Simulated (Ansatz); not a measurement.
A nudged elastic band was laid between two geometries of a periodic cell of 21 atoms, H$_{2}$C$_{18}$O (surface graphene monolayer, adsorbate H2O).

Method: DFT LDA, scalar-relativistic, plane waves, PAW in Ansatz. Settings: cutoff 420 eV, k mesh 2x2x1, gaussian smearing 0.05 eV, no spin polarisation.

```
movable images  : 5
climbing image  : yes
spring          : 5.0 eV/Å²
optimiser       : quadratic models (default)
start path      : IDPP
force threshold : 0.03 eV/Å
iteration limit : 43
end points      : relaxed
```

Initial state:

```xyz
21
Lattice="7.3980 0.0000 0.0000 -3.6990 6.4069 0.0000 0.0000 0.0000 13.0000" Properties=species:S:1:pos:R:3
C -0.042 0.040 0.709
C 1.207 0.761 0.710
C -1.271 2.190 0.708
C -0.042 2.900 0.709
C -2.492 4.314 0.708
C -1.270 5.020 0.708
C 2.429 0.054 0.709
C 3.657 0.764 0.707
C 1.206 2.180 0.709
C 2.428 2.885 0.707
C -0.042 4.311 0.708
C 1.206 5.031 0.704
C 4.904 0.043 0.705
C 6.126 0.750 0.706
C 3.657 2.175 0.708
C 4.905 2.895 0.708
C 2.427 4.325 0.704
C 3.657 5.034 0.706
O 2.634 5.482 3.691
H 3.135 5.734 2.893
H 2.757 6.225 4.303
```

Final state:

Only the atoms that move by more than 0.05 Å are listed.
```
O19 5.100 5.482 3.691
H20 5.601 5.734 2.893
H21 5.223 6.225 4.303
```

Task: What changes between the two ends?

Result: The atom that moves furthest is O19, by 2.47 Å.

Task: Give the energies along the band, and the barrier.

Result: It converged. The highest image is number 2 of 0 to 6, 0.006 eV above the ends, which have the same energy within 2 meV. The top lies less than 8 meV above the higher end, about what the thresholds resolve: that end is a shoulder or a very shallow well. By the program's own check the climbing image is of a kind that is not told: the force calls were inconclusive, a negative curvature could not be distinguished from the path's own, the only one lies far off the path, or fixed occupations may fill a level only in part (lowest curvatures found: -0.03 and -0.00 eV/Å²). Limits of this set-up: coarse k mesh, slab without dipole correction, no dispersion correction for a molecule that may bind weakly.

| image | path coordinate (Å) | energy (eV) |
| --- | --- | --- |
| 0 | 0.00 | 0.000 |
| 1 | 0.74 | 0.003 |
| 2 | 1.49 | 0.006 |
| 3 | 2.41 | 0.001 |
| 4 | 3.34 | 0.002 |
| 5 | 4.26 | 0.000 |
| 6 | 5.19 | 0.000 |

Task: What is the geometry of the highest image?

Result: 
```xyz
21
Lattice="7.3980 0.0000 0.0000 -3.6990 6.4069 0.0000 0.0000 0.0000 13.0000" Properties=species:S:1:pos:R:3:forces:R:3
C -0.045 0.034 0.698 0.01 0.00 0.00
C 1.200 0.753 0.700 0.00 -0.01 0.00
C -1.282 2.185 0.701 0.00 0.01 0.00
C -0.045 2.898 0.701 -0.01 0.00 0.00
C -2.500 4.315 0.697 0.00 0.00 0.00
C -1.282 5.019 0.700 0.00 0.00 0.00
C 2.418 0.048 0.700 -0.01 0.00 0.00
C 3.654 0.763 0.701 0.00 0.00 0.00
C 1.199 2.181 0.701 0.00 0.00 0.00
C 2.418 2.884 0.699 0.01 0.00 0.00
C -0.045 4.305 0.701 0.00 0.00 0.00
C 1.199 5.023 0.699 -0.01 0.00 0.00
C 4.897 0.044 0.701 -0.01 0.00 0.00
C 6.115 0.749 0.701 0.00 0.01 0.00
C 3.654 2.170 0.700 -0.01 0.00 0.00
C 4.897 2.887 0.700 0.00 0.00 0.00
C 2.417 4.319 0.697 0.00 -0.01 0.00
C 3.654 5.032 0.693 0.01 0.00 0.00
O 3.746 5.448 3.741 0.00 0.00 0.00
H 3.662 5.902 2.882 0.00 0.00 0.00
H 3.711 6.154 4.406 0.00 0.00 0.00
```

The band took 20 iterations and of the order of 15 core-minutes.

The run took 15 min on 1 thread of Arm Neoverse V2, with other jobs on the host, peak memory 1 GiB.
